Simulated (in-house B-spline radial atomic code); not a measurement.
**Rb⁷⁺: excited configurations in jj coupling**

How much energy does it take to promote electrons of Rb⁷⁺ to other shells? Each configuration is solved by itself and compared with the reference.

Method: Dirac-Hartree-Fock, average of configuration, Fermi nucleus, basis-set limit. Code: in-house B-spline radial atomic code version 1.

## Step 1: The atom as given

```
element       : rubidium (Z = 37)
charge        : +7
electrons     : 30
configuration : 1s2 2s2 2p6 3s2 3p6 3d10 4s2
Hamiltonian   : Dirac-Coulomb
nucleus       : Fermi, rms radius 4.204 fm
```

Input settings:

```ini
Z = 37
electrons = 30.0
configuration = 1s2 2s2 2p6 3s2 3p6 3d10 4s2
hamiltonian = dirac
method = hf
spin_polarised = False
nucleus = fermi
rms_radius = 4.2036
mass_number = 85
atomic_mass = 84.91178973604
speed_of_light = 137.035999084
```

The reference is known from an earlier run: -2966.291620 hartree in all. Up to eight levels, counted from the top:

```tsv
orbital	occupation	energy (eV)	<r> (bohr)
2p1/2	2	-2016.88	0.1523
2p3/2	4	-1955.55	0.1563
3s1/2	2	-450.52	0.5055
3p1/2	2	-375.42	0.5081
3p3/2	4	-365.74	0.5177
3d3/2	4	-235.94	0.5132
3d5/2	6	-234.29	0.5167
4s1/2	2	-130.83	1.293
```

## Step 2: 1s2 2s2 2p6 3s2 3p-2 3p+3 3d10 4s2 4d+1

In configurations, a minus sign after the shell means j = l − 1/2 and a plus sign j = l + 1/2; the count of electrons follows.

Input settings:

```ini
Z = 37
electrons = 30.0
configuration = 1s2 2s2 2p6 3s2 3p-2 3p+3 3d10 4s2 4d+1
hamiltonian = dirac
method = hf
spin_polarised = False
nucleus = fermi
rms_radius = 4.2036
mass_number = 85
atomic_mass = 84.91178973604
speed_of_light = 137.035999084
```

## Step 3: Run with 1s2 2s2 2p6 3s2 3p6 3d10 4s1 6p+1

Settings: those of step 2 with these lines changed.

```diff
@@ -2,3 +2,3 @@
 electrons = 30.0
-configuration = 1s2 2s2 2p6 3s2 3p-2 3p+3 3d10 4s2 4d+1
+configuration = 1s2 2s2 2p6 3s2 3p6 3d10 4s1 6p+1
 hamiltonian = dirac
```

## Step 4: 1s2 2s2 2p6 3s2 3p6 3d-3 3d+6 4s2 8p+1

Settings: those of step 3 with these lines changed.

```diff
@@ -2,3 +2,3 @@
 electrons = 30.0
-configuration = 1s2 2s2 2p6 3s2 3p6 3d10 4s1 6p+1
+configuration = 1s2 2s2 2p6 3s2 3p6 3d-3 3d+6 4s2 8p+1
 hamiltonian = dirac
```

## Step 5: Configuration 1s2 2s2 2p6 3s2 3p-2 3p+3 3d10 4s2 4f-1

Settings: those of step 4 with these lines changed.

```diff
@@ -2,3 +2,3 @@
 electrons = 30.0
-configuration = 1s2 2s2 2p6 3s2 3p6 3d-3 3d+6 4s2 8p+1
+configuration = 1s2 2s2 2p6 3s2 3p-2 3p+3 3d10 4s2 4f-1
 hamiltonian = dirac
```

## Step 6: 1s2 2s2 2p6 3s2 3p6 3d-3 3d+6 4s2 4p+1

Settings: those of step 5 with these lines changed.

```diff
@@ -2,3 +2,3 @@
 electrons = 30.0
-configuration = 1s2 2s2 2p6 3s2 3p-2 3p+3 3d10 4s2 4f-1
+configuration = 1s2 2s2 2p6 3s2 3p6 3d-3 3d+6 4s2 4p+1
 hamiltonian = dirac
```

## Step 7: Configuration 1s2 2s2 2p6 3s2 3p6 3d-3 3d+6 4s2 6f+1

Settings: those of step 6 with these lines changed.

```diff
@@ -2,3 +2,3 @@
 electrons = 30.0
-configuration = 1s2 2s2 2p6 3s2 3p6 3d-3 3d+6 4s2 4p+1
+configuration = 1s2 2s2 2p6 3s2 3p6 3d-3 3d+6 4s2 6f+1
 hamiltonian = dirac
```

## Step 8: 1s2 2s2 2p6 3s2 3p-1 3p+4 3d10 4s2 5f-1

Settings: those of step 7 with these lines changed.

```diff
@@ -2,3 +2,3 @@
 electrons = 30.0
-configuration = 1s2 2s2 2p6 3s2 3p6 3d-3 3d+6 4s2 6f+1
+configuration = 1s2 2s2 2p6 3s2 3p-1 3p+4 3d10 4s2 5f-1
 hamiltonian = dirac
```

## Step 9: Run with 1s2 2s2 2p6 3s2 3p6 3d-4 3d+5 4s2 4d-1

Settings: those of step 8 with these lines changed.

```diff
@@ -2,3 +2,3 @@
 electrons = 30.0
-configuration = 1s2 2s2 2p6 3s2 3p-1 3p+4 3d10 4s2 5f-1
+configuration = 1s2 2s2 2p6 3s2 3p6 3d-4 3d+5 4s2 4d-1
 hamiltonian = dirac
```

Q: How far above the reference does each configuration lie (order and size, in eV)?

As calculated:

| net move | configuration | energy above the reference (eV) | with Breit, QED, recoil (eV) | largest <r> (bohr) |
| --- | --- | --- | --- | --- |
| 4s → 6p3/2 | 1s2 2s2 2p6 3s2 3p6 3d10 4s1 6p+1 | 93.725 | 93.653 | 4.34 |
| 3d3/2 → 4p3/2 | 1s2 2s2 2p6 3s2 3p6 3d-3 3d+6 4s2 4p+1 | 113.85 | 113.83 | 1.36 |
| 3d5/2 → 4d3/2 | 1s2 2s2 2p6 3s2 3p6 3d-4 3d+5 4s2 4d-1 | 144.66 | 144.68 | 1.60 |
| 3d3/2 → 6f7/2 | 1s2 2s2 2p6 3s2 3p6 3d-3 3d+6 4s2 6f+1 | 205.76 | 205.70 | 5.64 |
| 3d3/2 → 8p3/2 | 1s2 2s2 2p6 3s2 3p6 3d-3 3d+6 4s2 8p+1 | 212.53 | 212.48 | 8.68 |
| 3p3/2 → 4d5/2 | 1s2 2s2 2p6 3s2 3p-2 3p+3 3d10 4s2 4d+1 | 276.81 | 276.57 | 1.61 |
| 3p3/2 → 4f5/2 | 1s2 2s2 2p6 3s2 3p-2 3p+3 3d10 4s2 4f-1 | 303.81 | 303.57 | 2.01 |
| 3p1/2 → 5f5/2 | 1s2 2s2 2p6 3s2 3p-1 3p+4 3d10 4s2 5f-1 | 334.15 | 333.75 | 3.64 |

**Reading.** At the bottom stands 4s → 6p3/2 (93.725 eV), at the top 3p1/2 → 5f5/2 (334.15 eV). 6 of them lie more than 2 % above the ionisation threshold that Koopmans' theorem gives (130.83 eV), where such states can decay by emitting an electron. These are averages over configurations, without correlation, not spectroscopic levels.
